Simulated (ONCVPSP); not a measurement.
# Scandium: generating and testing an ONCV potential

Aim: build the potential from the settings below, then test how well it stands in for the atom: other configurations, scattering, ghost states and the plane-wave cutoff that it needs.

Method: ONCVPSP 4.0.1, LDA (Perdew-Wang 92), scalar-relativistic.

## 1. The atom and the settings

Typed settings, in words:

```json
{
  "element": "scandium (Sc, Z = 21)",
  "type": "optimised norm-conserving Vanderbilt (ONCV)",
  "frozen core": "[Ne]",
  "valence charge": "11",
  "reference configuration": "3s2 3p6 3d1 4s2",
  "partial waves": "3s+4s: rc 1.40 bohr, ncon 4, nbas 9, qcut 10.5 1/bohr, 2 projectors; 3p: rc 1.20 bohr, ncon 4, nbas 8, qcut 6.7 1/bohr, 2 projectors, debl 2.2 Ha; 3d: rc 2.60 bohr, ncon 3, nbas 8, qcut 5.8 1/bohr, 2 projectors, debl 3.9 Ha",
  "local potential": "polynomial inside 1.15 bohr (lpopt 4, dvloc0 0 Ha)",
  "core correction": "Teter function, fcfact 3.75, rcfact 1.55"
}
```

The outer shells as boxes (Hund's rule for the drawing; the calculation is spin-unpolarised):

```
[Ne] core
3s [↑↓]
3p [↑↓][↑↓][↑↓]
3d [↑ ][  ][  ][  ][  ]
4s [↑↓]
```

## 2. The generation run

Sc.dat

```
# ATOM AND REFERENCE CONFIGURATION
# atsym  z   nc   nv     iexc    psfile
  Sc 21.00    3    4  -001012      upf
#
#   n    l    f
    1    0    2.00
    2    0    2.00
    2    1    6.00
    3    0    2.00
    3    1    6.00
    3    2    1.00
    4    0    2.00
#
# PSEUDOPOTENTIAL AND OPTIMIZATION
# lmax
    2
#
#   l,   rc,      ep,       ncon, nbas, qcut
    0    1.40    0.00    4    9   10.50
    1    1.20    0.00    4    8    6.70
    2    2.60    0.00    3    8    5.80
#
# LOCAL POTENTIAL
# lloc, lpopt,  rc(5),   dvloc0
    4    4    1.15    0.00
#
# VANDERBILT-KLEINMAN-BYLANDER PROJECTORs
# l, nproj, debl
    0    2    0.80
    1    2    2.20
    2    2    3.90
#
# MODEL CORE CHARGE
# icmod, fcfact, rcfact
    3    3.75    1.55
#
# LOG DERIVATIVE ANALYSIS
# epsh1, epsh2, depsh
   -4.00    5.00    0.02
#
# OUTPUT GRID
# rlmax, drl
    6.00    0.01
#
# TEST CONFIGURATIONS
# ncnf
    4
# nvcnf
#   n    l    f
    4
    3    0    2.00
    3    1    6.00
    3    2    1.00
    4    0    1.00
#
    4
    3    0    2.00
    3    1    6.00
    3    2    1.00
    4    0    0.00
#
    4
    3    0    2.00
    3    1    6.00
    3    2    0.00
    4    0    0.00
#
    4
    3    0    2.00
    3    1    5.00
    3    2    1.00
    4    0    2.00
#
```

Run with:

```sh
oncvpsp.x < Sc.dat > Sc.out
```

**Question.** What will these runs give? Wanted: cutoffs for 1 and 0.1 mHa per electron, occupied waves; bound ghosts; GHOST(+) flags; largest test error; largest phase difference near zero energy, channels read; rms error of d²Exc/dn², without and with the model core.

The runs gave:

```
                                                quantity                          value
  cutoffs for 1 and 0.1 mHa per electron, occupied waves                32 Ha and 59 Ha
                                            bound ghosts                     none found
                                          GHOST(+) flags             none at low energy
                            largest test error (AE − PS)  +373 meV, for 3s2 3p6 3d0 4s0
largest phase difference near zero energy, channels read                      0.059 rad
 rms error of d²Exc/dn², without and with the model core              2.44 and 1.26 mHa
```

The worst unpolarised test, 3s2 3p6 3d0 4s0, is off by 373 meV on 45.1 eV; by total energies transferability rates as poor. That test lies far up in energy; among those under 40 eV, nearer to bonding, the largest error is 5.8 meV. By its cutoff, 32 Ha for the looser tolerance, it is of middling hardness. At the looser tolerance the 3s wave is the slowest; 4s needs 25 Ha. The program's ghost test flags no bound state. Near zero energy the largest phase difference among the channels read is 0.06 rad, in the d channel. All of this concerns the isolated atom, not yet a solid.
